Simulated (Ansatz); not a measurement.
Predict the output of the script below (the Ansatz DFT code, driven from Python).

`kconv_zn3ag.py`:
```python
"""k-point test for Zn3Ag."""

import ansatz as az
from ase import Atoms
from tabulate import tabulate

atoms = Atoms(
    ["Zn", "Zn", "Zn", "Ag"],
    scaled_positions=[
        (2 / 3, 1 / 3, 0.5),
        (1 / 3, 2 / 3, 0.25679624),
        (1 / 3, 2 / 3, 0.74320376),
        (2 / 3, 1 / 3, 0.0),
    ],
    cell=[
        (2.84700908, 0.0, 0.0),
        (-1.42350454, 2.46558219, 0.0),
        (0.0, 0.0, 8.55841243),
    ],
    pbc=True,
)
structure = az.Crystal.from_ase(atoms)

setup = structure.calculation()
setup = setup.occupations(az.OccupationsMethod.COLD, width=0.15).functional("pbesol")

rows = []
for value in [1.0, 0.6, 0.4, 0.3]:
    summary = setup.kpoints(spacing=value).run(threads=1, backend="cpu").report
    rows.append((value, summary["free_energy_ev"] / len(summary["lattice"]["sites"]), summary["n_iterations"], summary["n_kpoints"]))

print(tabulate(rows, headers=["spacing (1/A)", "F/atom (eV)", "iterations", "k-points"], floatfmt=".4f", tablefmt="plain"))

# the last row is the reference
for row in rows[:-1]:
    shift = 1000 * (row[1] - rows[-1][1])
    print(f"{row[0]}: {shift:+.2f} meV/atom" + ("  (within 2 meV)" if abs(shift) < 2 else ""))
```

Running `python kconv_zn3ag.py` prints:
```text
DeckWarning: basis.ecutwfc = 420 eV, auto-derived from the records' recommended cutoffs: set by Zn (normal level)
  spacing (1/A)    F/atom (eV)    iterations    k-points
         1.0000     -4341.0921             8           3
         0.6000     -4341.2536             8          10
         0.4000     -4341.2722             9          16
         0.3000     -4341.2809             8          24
1.0: +188.82 meV/atom
0.6: +27.36 meV/atom
0.4: +8.67 meV/atom
```
(Warnings from the package without file and line.)

The structure comes from a database of computed cells and needn't be a stable or known phase. Shifts are counted from the finest mesh, which is itself no proven limit. Timing: 11 s on 1 thread of Arm Neoverse V1, on a shared host, peak memory 0.38 GiB.
